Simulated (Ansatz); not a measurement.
**CH₂Ge (quintet): from Hartree-Fock to the top rungs, cc-pVTZ**

The task here is to estimate one member of a computed series from the others.

Program: Ansatz 0.2.0, Gaussian basis. Level of theory: cc-pVTZ, core rule «outside noble gas», up to 15 orbitals frozen. These are calculated values, not measurements.

Plan: UHF; CCSD(T) on ROHF; CCSD(T) on UHF; BCCD(T) on ROHF; CCSDT(Q) on ROHF; CCSDT(Q) on UHF; CASSCF and MRCISD+Q, 10 electrons in 10 orbitals; CASSCF and NEVPT2, 10 electrons in 10 orbitals.

6 further runs of the same task are left out: 6 set aside as unsound or not needed.

## The system

The geometry is a PBE0/def2-TZVP stationary point (not a proven minimum) of the parent state, kept for this charge and spin. No spin-orbit coupling is included. The filled d shell of Ge may be among the frozen orbitals whatever the setting's name suggests; the logs give the count.

4 atoms, charge 0, spin multiplicity 5.

Atoms are counted from 1 here; the program's logs count them from 0.

Bond lengths: Ge1–C2 1.905 Å, Ge1–H3 1.592 Å, C2–H4 1.091 Å. Angles: C2–Ge1–H3 95.9°, Ge1–C2–H4 136.5°.

Set-up of the first run:

The input, in.yaml:

```yaml
crystal:
  periodic: [false, false, false]
  atoms:
    - {symbol: Ge, position_ang: [0.000000, -0.044572, 0.290198]}
    - {symbol: C, position_ang: [0.000000, 0.182313, -1.601029]}
    - {symbol: H, position_ang: [0.000000, 1.508639, 0.640309]}
    - {symbol: H, position_ang: [0.000000, -0.468907, -2.476239]}
basis:
  gaussian: {orbitals: cc-pVTZ}
magnetization: {spin_polarized: true, initial_magnetization: 4}
hamiltonian: {xc: hf}
output: {orbitals: {seedname: orbitals}}
```

Started as:

```sh
ansatz run in.yaml --threads 1 --pin off --events-out ev --progress --plain --max-ram 4096MiB --backend cpu
```

Among the steps run: UHF; CCSD(T) on ROHF; CCSD(T) on UHF; BCCD(T) on ROHF; CCSDT(Q) on ROHF; CCSDT(Q) on UHF; CASSCF and MRCISD+Q, 10 electrons in 10 orbitals; CASSCF and NEVPT2, 10 electrons in 10 orbitals.

One of the session's tables, all rows but one given; the rest of the session is left out.

```
          method  from UCCSDT(Q) (meV)
            ROHF               +6094.7
             UHF               +5886.1
            RMP2               +1085.3
            UMP2               +1077.0
           RCCSD                +248.2
           UCCSD                +228.7
        RCCSD(T)                 +54.0
        UCCSD(T)                 +38.6
         BCCD(T)                 +53.4
          RCCSDT                 +23.1
          UCCSDT                  +7.1
       RCCSDT(Q)                 +16.1
       UCCSDT(Q)                     0
  CASSCF valence               +4540.2
  NEVPT2 valence                     ?
  MRCISD valence                +372.0
MRCISD+Q valence                 +85.1
```

Q: Estimate the row for NEVPT2 valence from the others.

As computed: from UCCSDT(Q) (meV): +1052.7. In the column «from UCCSDT(Q) (meV)» it lies between MRCISD valence (+372.0) and UMP2 (+1077.0).

Among the levels timed on like hardware and quicker than the yardstick, those that no quicker one beats, quickest first: RCCSD(T) (5.5 s, +54.0 meV); BCCD(T) (7 s, +53.4 meV); UCCSD(T) (7.5 s, +38.6 meV); RCCSDT(Q) (17 s, +16.1 meV).

To keep in mind: Of the multireference levels listed MRCISD+Q valence comes nearest in total energy (+85.1 meV), which doesn't show that its space is the better one. Restricted and unrestricted rows rest on different reference determinants; where their highest levels disagree by more than a few hundredths of an eV, they describe different states and don't form one ladder.
